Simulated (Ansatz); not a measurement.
# BCl2H: the cost of one run

Method: PBE0-D4/def2-TZVP structures, single points in def2-TZVPP, no counterpoise correction; program: Ansatz 0.2.0, Gaussian basis.

Levels: SPW92, PBE-D4, BLYP-D4, r2SCAN-D4, B97M-V, PBE0-D4, B3LYP-D4, r2SCAN0-D4, BHLYP-D4, CAM-B3LYP-D4, wB97X-V, wB97M-V, B2PLYP, PBE-QIDH, RPA on PBE, Hartree-Fock, MP2, CCSD, CCSD(T).

Correlated methods freeze the cores. B3LYP uses VWN-RPA correlation. B2PLYP carries no dispersion term here.

94 further runs of the same task are left out: 94 set aside as unsound or not needed.

## Step 1: Where the work starts

The complex: 9 atoms, charge 0, spin multiplicity 1.

Atoms are counted from 1 here; the program's logs count them from 0.

Bond lengths: B1–H2 1.186 Å, B1–Cl3 1.735 Å, B1–Cl4 1.735 Å, H5–Si6 1.487 Å, Si6–H7 1.484 Å, Si6–H8 1.484 Å, Si6–H9 1.484 Å. Angles: H2–B1–Cl3 119.7°, H2–B1–Cl4 119.7°, Cl3–B1–Cl4 120.6°, H5–Si6–H7 109.1°, H5–Si6–H8 109.1°, H5–Si6–H9 109.2°, H7–Si6–H8 109.7°, H7–Si6–H9 109.8°, H8–Si6–H9 109.8°.

Coordinates:

```xyz
9
BCl2H5Si
B    -1.2996    0.5968   -1.5820
H    -0.6182    0.2946   -2.5050
Cl   -2.4349   -0.5475   -0.9400
Cl   -1.1695    2.1879   -0.9017
H     1.0046   -0.4828   -0.2922
Si    1.1039   -0.5060    1.1911
H     2.2528    0.3331    1.6142
H     1.3123   -1.9048    1.6419
H    -0.1514    0.0287    1.7736
```

Its parts: BHCl₂ holds atoms 1, 2, 3, 4; SiH₄ holds atoms 5, 6, 7, 8, 9. Each part counts its atoms afresh in its own runs.

## Step 2: Relaxing BHCl₂ alone

relax-a/in.yaml reads:

```yaml
crystal:
  periodic: [false, false, false]
  atoms:
    - {symbol: B, position_ang: [-1.299596, 0.596814, -1.582018]}
    - {symbol: H, position_ang: [-0.618165, 0.294637, -2.505002]}
    - {symbol: Cl, position_ang: [-2.434889, -0.547541, -0.939965]}
    - {symbol: Cl, position_ang: [-1.169519, 2.187930, -0.901697]}
basis:
  gaussian: {orbitals: def2-TZVP}
hamiltonian: {xc: pbe0, dispersion: d4}
relax: {f_tol: 0.005, max_steps: 200}
```

Started as:

```sh
$ ansatz run in.yaml --threads 4 --pin off --events-out ev --progress --plain --max-ram 9574MiB
```

**Question.** How long does this run take on 4 threads of Arm Neoverse V1, shared host?

About 3.2 s.
